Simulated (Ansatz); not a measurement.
# BF2HO: the cost of one run

Computed with Ansatz 0.2.0 (the levels named in each step, unless a step's input says otherwise).

## 1. Starting point

Bond lengths: O1–B2 1.319 Å, B2–F3 1.314 Å, B2–F4 1.328 Å, O1–H5 0.958 Å. Angles: O1–B2–F3 121.0°, O1–B2–F4 123.1°, F3–B2–F4 115.9°, B2–O1–H5 117.6°.

Structure file:

```xyz
5

O     1.2883   -0.4812    0.0427
B     0.0504   -0.0281    0.0014
F    -0.9702   -0.8523   -0.0703
F    -0.2493    1.2649    0.0285
H     1.9952    0.1626    0.0952
```

## 2. A rough first relaxation, PBE-D4/def2-SVP

This run stands in another session on the same molecule. It ended at:

```xyz
5

O     1.3052   -0.5150    0.0425
B     0.0417   -0.0284    0.0010
F    -0.9824   -0.8733   -0.0715
F    -0.2180    1.2864    0.0306
H     1.9680    0.1962    0.0950
```

## 3. Relaxation, PBE0-D4/def2-TZVPP

This run stands in another session on the same molecule. It ended at:

```xyz
5

O     1.2987   -0.5024    0.0428
B     0.0416   -0.0244    0.0012
F    -0.9692   -0.8657   -0.0708
F    -0.2232    1.2759    0.0301
H     1.9666    0.1825    0.0943
```

## 4. Frequencies, PBE0-D4/def2-TZVPP

The input, input.yaml:

```yaml
crystal:
  periodic: [false, false, false]
  atoms:
    - { symbol: O, position_ang: [1.29868884, -0.50241187, 0.04276954] }
    - { symbol: B, position_ang: [0.04159496, -0.02441152, 0.00116916] }
    - { symbol: F, position_ang: [-0.96919586, -0.86574163, -0.07080408] }
    - { symbol: F, position_ang: [-0.22322349, 1.27592439, 0.03007118] }
    - { symbol: H, position_ang: [1.96656555, 0.18249063, 0.0943342] }
basis:
  gaussian: { orbitals: def2-TZVPP }
hamiltonian:
  xc: pbe0
  dispersion: d4
phonons: {}
```

On the command line:

```
ansatz run input.yaml --threads 2 --pin off --max-ram 5120MiB --backend cpu --events-out ev --progress --plain --runs-dir out
```

Q: Estimate wall time and peak memory on 2 threads of Arm Neoverse V1, shared host.

About 44 s, with a peak of 0.2 GiB.
